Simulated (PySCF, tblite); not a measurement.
# C₁₂H₂₀Si: geometry, infrared bands, NMR shifts and electronic excitations

Aim: predict the infrared bands, NMR shifts and electronic excitations of C₁₂H₂₀Si (`C1CC1[Si](C1CC1)(C1CC1)C1CC1`).

Programs: tblite 0.8.0 and PySCF 2.14.0, with density-fitted response routines of our own. Each step states its level of theory. These are calculated values for one molecule in the gas phase, unless marked as measured. Atoms are numbered from 0 throughout.

**1. The molecule as given**

33 atoms, charge 0, multiplicity 1; geometry from: force field or distance geometry start.

Bonds of the start (Å): C0–C1 1.50, C1–C2 1.50, C2–Si3 1.88, Si3–C4 1.91, C4–C5 1.50, C5–C6 1.49, Si3–C7 1.89, C7–C8 1.50, C8–C9 1.49, Si3–C10 1.90, C10–C11 1.50, C11–C12 1.48, C2–C0 1.50, C6–C4 1.50, C9–C7 1.49, C12–C10 1.50, C0–H13 1.07, C0–H14 1.09, C1–H15 1.07, C1–H16 1.09, C2–H17 1.09, C4–H18 1.08, C5–H19 1.08, C5–H20 1.08, C6–H21 1.09, C6–H22 1.08, C7–H23 1.09, C8–H24 1.07, C8–H25 1.09, C9–H26 1.08 and more.

**2. Optimising the geometry with GFN2-xTB**

What the job is given:

```
{"job": {"kind": "relax", "xc": "GFN2-xTB", "basis": "xTB"}, "charge": 0, "multiplicity": 1}
C     -0.609300     2.356000     1.135200
C     -1.921000     1.632300     1.172500
C     -0.938100     1.352000     0.068300
Si    -0.011100    -0.278400    -0.050900
C      0.443000    -0.871800     1.707000
C      1.514000    -1.902900     1.895200
C      1.764200    -0.488200     2.308700
C      1.564000    -0.027200    -1.071200
C      1.518100     0.776100    -2.340000
C      2.229600     1.308200    -1.144300
C     -1.085500    -1.601100    -0.887900
C     -2.586400    -1.551500    -0.792800
C     -1.916200    -1.242000    -2.079600
H      0.139900     2.094400     1.859200
H     -0.627400     3.417000     0.879900
H     -2.823700     2.172700     0.964800
H     -2.045900     0.876300     1.945800
H     -1.231600     1.785000    -0.887200
H     -0.380100    -0.939100     2.406300
H      2.041200    -2.273500     1.033700
H      1.375000    -2.641700     2.670500
H      1.793800    -0.262300     3.369900
H      2.451400     0.107500     1.733400
H      2.226300    -0.886000    -1.113800
H      2.092500     0.448400    -3.185900
H      0.569100     1.241300    -2.610800
H      1.790300     2.136000    -0.610500
H      3.313200     1.342600    -1.169500
H     -0.661900    -2.598100    -0.905900
H     -3.027900    -0.730700    -0.243200
H     -3.116300    -2.477700    -0.701200
H     -1.906600    -0.216700    -2.426300
H     -1.987400    -1.961600    -2.893600
```

The run is started by

```bash
$ OMP_NUM_THREADS=2 python probes_run.py task.json out
```

The driver reads the jobs from task.json and runs them one after another.

**Question.** This job is followed by: GFN2-xTB harmonic vibrations, gas phase; PBE0-D3(BJ)/def2-SVP geometry optimisation, gas phase; GIAO PBE0/pcSseg-1 NMR shielding, non-relativistic, gas phase; TDDFT CAM-B3LYP/def2-SVPD, vertical, gas phase, core orbitals frozen in the response; GIAO HF/pcSseg-1 NMR shielding, non-relativistic, gas phase. What will the session give for the following? strongest single infrared mode (GFN2-xTB); zero-point energy (GFN2-xTB); point group; rotational constants (main isotopes); 13C shifts against TMS (PBE0/pcSseg-1, means over atoms taken as alike); 1H shifts against TMS (PBE0/pcSseg-1, means over atoms taken as alike); 29Si shifts against TMS (PBE0/pcSseg-1); lowest singlet (CAM-B3LYP/def2-SVPD); brightest single state of those computed; lowest triplet; range of the shift of C2.

**Answer**, as computed:

| quantity | value |
| --- | --- |
| strongest single infrared mode (GFN2-xTB) | 3106 cm⁻¹, 118 km/mol |
| zero-point energy (GFN2-xTB) | 179.3 kcal/mol |
| point group | C1 |
| rotational constants (main isotopes) | 0.73, 0.60, 0.57 GHz |
| 13C shifts against TMS (PBE0/pcSseg-1, means over atoms taken as alike) | 1.9, -8.4 ppm |
| 1H shifts against TMS (PBE0/pcSseg-1, means over atoms taken as alike) | 0.47, 0.36, -0.74 ppm |
| 29Si shifts against TMS (PBE0/pcSseg-1) | 4.2 ppm |
| lowest singlet (CAM-B3LYP/def2-SVPD) | 7.71 eV (161 nm), f = 0.002 |
| brightest single state of those computed | state 10, 8.08 eV, f = 0.014 |
| lowest triplet | 7.57 eV |
| range of the shift of C2 | -13.7 to -8.4 ppm |

**Reading.** The optimisation took 12 steps and gained 0.029 eV; among the close pairs (by a distance rule), Si3–C4 changed most, from 1.910 to 1.892 Å (GFN2-xTB). No mode is imaginary among the 93: a minimum at this level. Unscaled tight-binding wavenumbers are off by several per cent, some by more. Its intensities can rank the bands wrongly. Relaxing lowered the energy by 0.283 eV in 10 steps; the close pair that moved most is Si3–C10, from 1.916 to 1.870 Å (PBE0/def2-SVP). At PBE0/pcSseg-1: The widest tensor belongs to C2, C4, C7, C10: span 72 ppm, with a paramagnetic part of -63 ppm. The first singlet state (HOMO→LUMO+2 0.19, HOMO→LUMO 0.18) lies at 7.71 eV and is weak; of the 10 states computed, the strongest absorption comes from states 9 to 10 together at 8.08 eV (the last computed, so partners may be missing). The lowest triplet lies 0.14 eV below the lowest singlet (triplets in Tamm-Dancoff, singlets in full TDDFT). In ppm, C2 (with its like atoms) moves most: its shift spreads over 5.3 ppm, from -13.7 (HF/pcSseg-1) to -8.4 (PBE0/pcSseg-1).
